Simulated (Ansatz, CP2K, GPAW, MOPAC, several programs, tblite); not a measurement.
**What each method gives for BAs (zincblende)**

Zincblende BAs, relaxed with r2SCAN in Ansatz, was computed with several methods. The symmetry is F-43m (No. 216, cubic); a = 4.784 Å in the conventional setting, 13.68 Å³ an atom. B has 4 As at 2.07 Å; As has 4 B at 2.07 Å. (Simulation; spin polarisation is off.)

```yaml
crystal:
  lattice:
    - [0.00000, 2.39187, 2.39187]
    - [2.39187, 0.00000, 2.39187]
    - [2.39187, 2.39187, 0.00000]
  atoms:
    - { symbol: B, position: [0.00000, 0.00000, 0.00000] }
    - { symbol: As, position: [0.25000, 0.25000, 0.25000] }
```

Gaps and times are for a single point on this cell; volume and bulk modulus come from each method's own relaxation or energy curve at fixed shape. Times are rough, from shared hosts (Intel Xeon 6975P-C), and each method has its own mesh and cell size. PM6 (MOPAC): levels, charges or heat of formation failed a check of plausibility, so no values are given. PM6 (MOPAC), PM7 (MOPAC), GFN1-xTB (tblite), GFN2-xTB (tblite) treat a cluster of cells at its zone centre, which samples few k points: where these miss a band edge, the gap comes out too large for that reason alone. Gaps from k meshes are read at a limited set of points (mesh, symmetry points, PBE's band edges), so each method's own least gap may be somewhat smaller. xTB and the PM methods were fitted mostly to molecules, and can miss a solid's gap by electronvolts. Minimal bases can be far off for gaps. GLLB-SC's gap includes the derivative discontinuity. d marks a direct gap, i an indirect one (no mark: not told apart), a dash a value that wasn't computed or didn't pass its checks.

```tsv
method	kind	gap (eV)	own volume (Å³/atom)	bulk modulus (GPa)	atoms computed	processor time
light PBE (260 eV and a coarse mesh)	light plane-wave	1.19 i	–	–	2	0.44 s
PBE	semilocal	1.19 i	13.90	131	2	1.1 s
PBE/single zeta (GPAW)	small basis	2.40 i	–	–	2	2.3 s
r2SCAN	semilocal	1.37 i	13.68	141	2	2.5 s
GFN1-xTB (tblite)	tight binding	1.34	13.26	156	64	2.5 s
GLLB-SC (GPAW)	model potential	1.73	–	–	2	3 s
GFN2-xTB (tblite)	tight binding	1.03	14.71	109	64	5.1 s
PBE/SZV (CP2K)	small basis	3.59 i	14.57	124	2	5.9 s
PM7 (MOPAC)	semi-empirical	6.83	–	–	64	7.8 s
PM6 (MOPAC)	semi-empirical	–	–	–	64	8.9 s
PBE/DZVP (CP2K)	small basis	1.23 i	14.02	128	2	11 s
```

Against r2SCAN (1.37 eV) and with closed or daggered gaps left aside, the nearest gap at the points sampled is that of GFN1-xTB (tblite) (-0.03 eV) and the farthest that of PM7 (MOPAC) (+5.46 eV). r2SCAN is only a yardstick of convenience: semilocal gaps usually lie below measured ones, which GLLB-SC and hybrids aim to mend.

Volumes against r2SCAN's: PBE +1.6 %, GFN1-xTB (tblite) -3.1 %, GFN2-xTB (tblite) +7.5 %, PBE/SZV (CP2K) +6.5 %, PBE/DZVP (CP2K) +2.5 %.

The runs are scalar-relativistic, without spin-orbit coupling.
